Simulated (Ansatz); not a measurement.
# CH7BOSi: a ladder of functionals and wavefunction methods

An exercise on one series of results from a longer session: the logs are not shown, and one member is left open.

Method: functionals in def2-TZVPP, the program's frozen cores in correlated methods; program: Ansatz 0.2.0, Gaussian basis.

Plan: LDA (SPW92), PBE-D4, revPBE-D4, BLYP-D4, r2SCAN-D4, B97M-V, PBE0-D4, B3LYP-D4, r2SCANh-D4, r2SCAN0-D4, HSE06-D4, BHLYP-D4, CAM-B3LYP-D4, LC-ωPBE, ωB97X-V, ωB97M-V, B2PLYP, PBE-QIDH; CCSD(T)/def2-SVP; CCSD(T)/def2-TZVPP; MP2/def2-QZVPP; extrapolation to the limit; RPA on PBE.

### The geometry

All runs share one geometry, relaxed beforehand with PBE0-D4 in a triple-zeta def2 set.

SMILES `BC(O)[SiH3]`, 11 atoms, charge 0, spin multiplicity 1.

Atoms are counted from 1 here; the program's logs count them from 0.

Bond lengths: B1–C2 1.515 Å, B1–H5 1.199 Å, B1–H6 1.194 Å, C2–O3 1.408 Å, C2–Si4 1.953 Å, C2–H7 1.099 Å, O3–H8 0.961 Å, Si4–H9 1.488 Å, Si4–H10 1.486 Å, Si4–H11 1.483 Å. Angles: C2–B1–H5 117.4°, C2–B1–H6 121.5°, H5–B1–H6 120.7°, B1–C2–O3 117.4°, B1–C2–Si4 93.6°, B1–C2–H7 115.2°, O3–C2–Si4 111.4°, O3–C2–H7 113.7°, Si4–C2–H7 102.4°, C2–O3–H8 109.3°, C2–Si4–H9 104.2°, C2–Si4–H10 113.1°, C2–Si4–H11 111.0°, H9–Si4–H10 108.5°, H9–Si4–H11 110.1°, H10–Si4–H11 109.8°.

The first run:

File in.yaml:

```yaml
crystal:
  periodic: [false, false, false]
  atoms:
    - {symbol: B, position_ang: [-0.656145, 1.294119, 0.395913]}
    - {symbol: C, position_ang: [0.254389, 0.132755, 0.738165]}
    - {symbol: O, position_ang: [-0.229701, -0.824020, 1.650744]}
    - {symbol: Si, position_ang: [0.257199, -0.562474, -1.086628]}
    - {symbol: H, position_ang: [-0.199799, 2.173840, -0.279556]}
    - {symbol: H, position_ang: [-1.816464, 1.281629, 0.676955]}
    - {symbol: H, position_ang: [1.310643, 0.395267, 0.892040]}
    - {symbol: H, position_ang: [0.334928, -1.601076, 1.625523]}
    - {symbol: H, position_ang: [0.569729, -2.008367, -0.926930]}
    - {symbol: H, position_ang: [-1.062083, -0.436947, -1.759751]}
    - {symbol: H, position_ang: [1.302803, 0.098273, -1.905673]}
basis:
  gaussian: {orbitals: def2-TZVPP}
hamiltonian: {xc: lda}
output: {orbitals: {seedname: orbitals}}
```

On the command line:

```sh
$ ansatz run in.yaml --threads 2 --pin off --events-out ev --progress --plain --max-ram 4352MiB
```

Among the steps run: LDA; PBE-D4 (GGA); revPBE-D4 (GGA); BLYP-D4 (GGA); r2SCAN-D4 (meta-GGA); B97M-V (meta-GGA); B3LYP-D4 (hybrid); r2SCANh-D4 (hybrid); r2SCAN0-D4 (hybrid); HSE06-D4 (hybrid); BHLYP-D4 (hybrid); CAM-B3LYP-D4 (range-separated); LC-ωPBE (range-separated); ωB97X-V (range-separated); ωB97M-V (range-separated); B2PLYP (double hybrid); PBE-QIDH (double hybrid).

One table of the session follows, with a row left open; its other results are not shown here.

It belongs to the step «Orbital energies across the functionals». 

| functional | HOMO (eV) | gap (eV) |
| --- | --- | --- |
| LDA (SPW92) | -6.47 | 4.09 |
| PBE-D4 | -6.32 | 4.18 |
| revPBE-D4 | -6.26 | 4.22 |
| BLYP-D4 | -6.19 | 4.21 |
| r2SCAN-D4 | -6.57 | 4.76 |
| B97M-V | -6.74 | 4.81 |
| PBE0-D4 | -7.67 | 6.47 |
| B3LYP-D4 | -7.44 | 6.04 |
| r2SCANh-D4 | -7.08 | 5.60 |
| r2SCAN0-D4 | -7.84 | 6.84 |
| HSE06-D4 | ? | ? |
| BHLYP-D4 | -8.90 | 8.73 |
| CAM-B3LYP-D4 | -9.02 | 8.91 |
| LC-ωPBE | -10.32 | 11.35 |
| ωB97X-V | -10.00 | 10.95 |
| ωB97M-V | -9.92 | 10.61 |

Q: Estimate the row for HSE06-D4 from the others.

The run gave: HOMO (eV): -7.27; gap (eV): 5.69. In the column «HOMO (eV)» it lies between B3LYP-D4 (-7.44) and r2SCANh-D4 (-7.08).
